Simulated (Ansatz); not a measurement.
# C₂H₆AlClS: small, medium and large basis sets

How large a basis does C₂H₆AlClS need? Two functionals are run in growing sets.

The runs use Ansatz 0.2.0, Gaussian basis; one geometry, several basis sets.

Plan: PBE0-D4/def2-SVP; ωB97M-V/def2-SVP; PBE0-D4/def2-QZVPP; ωB97M-V/def2-QZVPP; the functionals' def2-TZVPP values are taken from earlier runs.

## 1. The relaxed structure

All runs share one geometry, relaxed beforehand with PBE0-D4 in a triple-zeta def2 set.

SMILES `C[S][Al]([CH3])[Cl]`, 11 atoms, charge 0, spin multiplicity 1.

Atoms are counted from 1 here; the program's logs count them from 0.

Bond lengths: C1–S2 1.821 Å, C1–H6 1.089 Å, C1–H7 1.088 Å, C1–H8 1.089 Å, S2–Al3 2.165 Å, Al3–C4 1.934 Å, Al3–Cl5 2.108 Å, C4–H9 1.094 Å, C4–H10 1.094 Å, C4–H11 1.092 Å. Angles: S2–C1–H6 108.5°, S2–C1–H7 111.7°, S2–C1–H8 108.3°, H6–C1–H7 109.5°, H6–C1–H8 109.4°, H7–C1–H8 109.5°, C1–S2–Al3 104.9°, S2–Al3–C4 121.6°, S2–Al3–Cl5 118.0°, C4–Al3–Cl5 120.5°, Al3–C4–H9 110.7°, Al3–C4–H10 110.7°, Al3–C4–H11 111.6°, H9–C4–H10 107.1°, H9–C4–H11 108.3°, H10–C4–H11 108.3°.

## 2. PBE0-D4 in def2-SVP

in.yaml

```yaml
crystal:
  periodic: [false, false, false]
  atoms:
    - {symbol: C, position_ang: [-1.705208, 1.602111, 0.862600]}
    - {symbol: S, position_ang: [-1.497702, 0.092492, -0.135179]}
    - {symbol: Al, position_ang: [0.631415, -0.299931, -0.114676]}
    - {symbol: C, position_ang: [1.389738, -1.818895, -1.041458]}
    - {symbol: Cl, position_ang: [1.871657, 1.030708, 0.950552]}
    - {symbol: H, position_ang: [-2.341467, 1.368293, 1.714884]}
    - {symbol: H, position_ang: [-0.749708, 1.983519, 1.217253]}
    - {symbol: H, position_ang: [-2.190649, 2.356716, 0.245472]}
    - {symbol: H, position_ang: [1.920756, -2.472153, -0.343337]}
    - {symbol: H, position_ang: [2.115952, -1.491275, -1.790686]}
    - {symbol: H, position_ang: [0.620516, -2.408687, -1.544827]}
basis:
  gaussian: {orbitals: def2-SVP}
hamiltonian: {xc: pbe0, dispersion: d4}
output: {orbitals: {seedname: orbitals}}
```

The runs that follow: ωB97M-V in def2-SVP; PBE0-D4 in def2-QZVPP; ωB97M-V in def2-QZVPP.

Before running them: what should the planned runs give, taken together? Wanted: PBE0-D4: double and triple zeta above quadruple; ωB97M-V: double and triple zeta above quadruple.

The runs gave:

| quantity | value |
| --- | --- |
| PBE0-D4: double and triple zeta above quadruple | 13.85, 1.03 eV |
| ωB97M-V: double and triple zeta above quadruple | 13.88, 0.99 eV |

What this shows: PBE0-D4 gains 12.82 eV from double to triple zeta, then 1.03 eV more. These are total energies; as a rule much of such shifts cancels in differences, which this series doesn't test.
